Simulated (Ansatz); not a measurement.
# AlAsH2 (singlet): the correlation ladder, cc-pVDZ

The task here is to estimate one member of a computed series from the others.

Computed with Ansatz 0.2.0, Gaussian basis. Level: cc-pVDZ, core rule «outside noble gas», up to 19 orbitals frozen.

Plan: UHF; CCSD(T) on RHF; CCSD(T) on UHF; BCCD(T) on RHF; CISD; CCSDT(Q) on RHF; CCSDT(Q) on UHF; CCSDTQ on RHF; CASSCF and MRCISD+Q, 10 electrons in 10 orbitals; CASSCF and MRCISD+Q(relaxed), 10 electrons in 10 orbitals; CASSCF and NEVPT2, 10 electrons in 10 orbitals.

12 further runs of the same task are left out: 9 for a known fault of the program, 3 set aside as unsound or not needed.

**The system**

The geometry is a PBE0/def2-TZVP stationary point (not a proven minimum) of the parent state, kept for this charge and spin. No spin-orbit coupling is included. The filled d shell of As may be among the frozen orbitals whatever the setting's name suggests; the logs give the count.

4 atoms, charge 0, spin multiplicity 1.

Atoms are counted from 1 here; the program's logs count them from 0.

Bond lengths: Al1–As2 2.435 Å, Al1–H3 1.589 Å, Al1–H4 1.589 Å. Angles: As2–Al1–H3 120.0°, As2–Al1–H4 120.0°, H3–Al1–H4 120.0°.

Set-up of the first run:

The input, in.yaml:

```yaml
crystal:
  periodic: [false, false, false]
  atoms:
    - {symbol: Al, position_ang: [0.000000, 0.000000, 1.740252]}
    - {symbol: As, position_ang: [0.000000, 0.000000, -0.694906]}
    - {symbol: H, position_ang: [0.000000, 1.375836, 2.534270]}
    - {symbol: H, position_ang: [0.000000, -1.375836, 2.534270]}
basis:
  gaussian: {orbitals: cc-pVDZ}
magnetization: {spin_polarized: true, initial_magnetization: 0}
hamiltonian: {xc: hf}
output: {orbitals: {seedname: orbitals}}
```

Run with:

```sh
ansatz run in.yaml --threads 1 --pin off --events-out ev --progress --plain --max-ram 3968MiB --backend cpu
```

Steps of the session up to this table: UHF; CCSD(T) on RHF; CCSD(T) on UHF; BCCD(T) on RHF; CISD; CCSDT(Q) on RHF; CCSDT(Q) on UHF; CCSDTQ on RHF; CASSCF and MRCISD+Q, 10 electrons in 10 orbitals; CASSCF and MRCISD+Q(relaxed), 10 electrons in 10 orbitals; CASSCF and NEVPT2, 10 electrons in 10 orbitals.

One of the session's tables, all rows but one given; the rest of the session is left out.

It belongs to the step «Misses and costs». 

| method | from RCCSDTQ (kcal/mol) |
| --- | --- |
| RHF | +120.15 |
| RMP2 | +29.99 |
| CISD | +15.23 |
| RCCSD | +5.20 |
| RCCSD(T) | +1.77 |
| BCCD(T) | +1.77 |
| RCCSDT | +0.54 |
| RCCSDT(Q) | +0.08 |
| RCCSDTQ | 0 |
| CASSCF valence | +75.17 |
| NEVPT2 valence | +24.82 |
| MRCISD valence | ? |
| MRCISD+Q valence | +2.75 |
| MRCISD+Q(relaxed) valence | +0.86 |

**Question.** Estimate the row for MRCISD valence.

As computed: from RCCSDTQ (kcal/mol): +7.51. In the column «from RCCSDTQ (kcal/mol)» it lies between RCCSD (+5.20) and CISD (+15.23).

Limits of these values: Left out of the table: UHF, UMP2, UCCSD, UCCSD(T), UCCSDT, UCCSDT(Q) (another determinant or state than the rows shown).
